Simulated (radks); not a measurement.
# Tm³⁺ in [Xe] 4f12: an all-electron calculation

One table from this session's results is given with a row withheld; the runs are named, their logs left out.

The numbers are computed with radks (a radial shooting solver on a logarithmic mesh, Libxc functionals) version 1 (non-relativistic Kohn-Sham, r2SCAN, spin-unpolarised, spherical densities, point nucleus), except any that are marked as measured or tabulated.

## The system

```
element       : thulium (Z = 69)
charge        : +3
electrons     : 66
configuration : [Xe] 4f12
```

The outer shells:

Tm³⁺
```
[Xe] core
4f [↑↓][↑↓][↑↓][↑↓][↑↓][↑ ][↑ ]
```

The first run:

Settings of this run:

```text
Z 69
configuration [Xe] 4f12
relativity non-relativistic
functional r2scan,r2scan
spin unpolarised
nucleus point
```

Steps of the session up to this table: Self-consistent calculation.

One table of the session follows, with a row left open; its other results are not shown here.

It belongs to the step «Radial structure». From the orbitals of this run (lengths in bohr):

| level | <r> | outermost maximum (interpolated) | 90 % within | nodes |
| --- | --- | --- | --- | --- |
| 1s | 0.02197 | 0.0146 | 0.0390 | 0 |
| 2s | 0.09313 | 0.0796 | 0.143 | 1 |
| 2p | 0.07890 | 0.0619 | 0.127 | 0 |
| 3s | 0.2380 | 0.220 | 0.347 | 2 |
| 3p | 0.2280 | 0.208 | 0.340 | 1 |
| 3d | 0.2012 | 0.165 | 0.312 | 0 |
| 4s | 0.5350 | 0.498 | 0.767 | 3 |
| 4p | 0.5457 | 0.501 | 0.792 | 2 |
| 4d | 0.5722 | 0.503 | 0.858 | 1 |
| 5s | 1.308 | 1.17 | 1.88 | 4 |
| 5p | ? | ? | ? | ? |
| 4f | 0.7176 | 0.486 | 1.22 | 0 |

Estimate the missing values for 5p.

**Answer.** <r>: 1.451; outermost maximum (interpolated): 1.27; 90 % within: 2.11; nodes: 3. In the column «<r>» it is the highest.

Limits of these values: Relativity is left out here, which matters for elements this heavy. Spin polarisation and multiplet splitting are left out.
